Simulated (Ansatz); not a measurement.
# SrCl2: a single-point run

Aim: a sound single-point run of SrCl2. The structure is shown as the input types it.

Program: Ansatz 0.2.0. Level of theory: density functional or hybrid calculation with the settings of its input, plane waves (as first typed). These are calculated values, not measurements.

4 further runs of the same task are left out: 4 that didn't finish.

**1. The structure to begin with**

The structure is cubic, space group Fm-3m (No. 225). The conventional cell has a = 6.995 Å, b = 6.995 Å, c = 6.995 Å, α = 90.00°, β = 90.00°, γ = 90.00°. Sr (site symmetry m-3m) is surrounded by 8 Cl at 3.03 Å. Around Cl (site symmetry -43m) lie 4 Sr at 3.03 Å.

Coordinates:

```
CELL_PARAMETERS angstrom
0.00000 3.49765 3.49765
3.49765 0.00000 3.49765
3.49765 3.49765 0.00000
ATOMIC_POSITIONS crystal
Sr 0.00000 0.00000 0.00000
Cl 0.25000 0.25000 0.25000
Cl 0.75000 0.75000 0.75000
```

**2. The calculation**

File input.yaml:

```yaml
crystal:
  lattice:
    - [0.0, 3.4976509443, 3.4976509443]
    - [3.4976509443, 0.0, 3.4976509443]
    - [3.4976509443, 3.4976509443, 0.0]
  atoms:
    - { symbol: Sr, position: [0.0, 0.0, 0.0] }
    - { symbol: Cl, position: [0.25, 0.25, 0.25] }
    - { symbol: Cl, position: [0.75, 0.75, 0.75] }
kpoints:
  mp_grid: { grid: [4, 4, 4] }
hamiltonian:
  xc: pbe
scf:
  occupations: { method: fixed }
  n_extra_bands: 4
  n_bands: 12
output:
  forces: true
  stress: true
  eigenvalues: true
```

On the command line:

```sh
ansatz run input.yaml --threads 4 --pin off --max-ram 3686MiB --backend cpu --events-out ev --progress --plain --runs-dir out
```

Q: Will this input give a usable result? If not, why, and what should change?

Nothing was computed: the input was turned down at the start. Its message: «line 17 column 3: unknown field `n_bands`, expected one of max_iter, algorithm, n_extra_bands, self_checks, convergence, ...»

In the input, scf.n_bands is 12. A setting was typed under another program's name, or in the wrong section.

Fix: delete scf.n_bands.
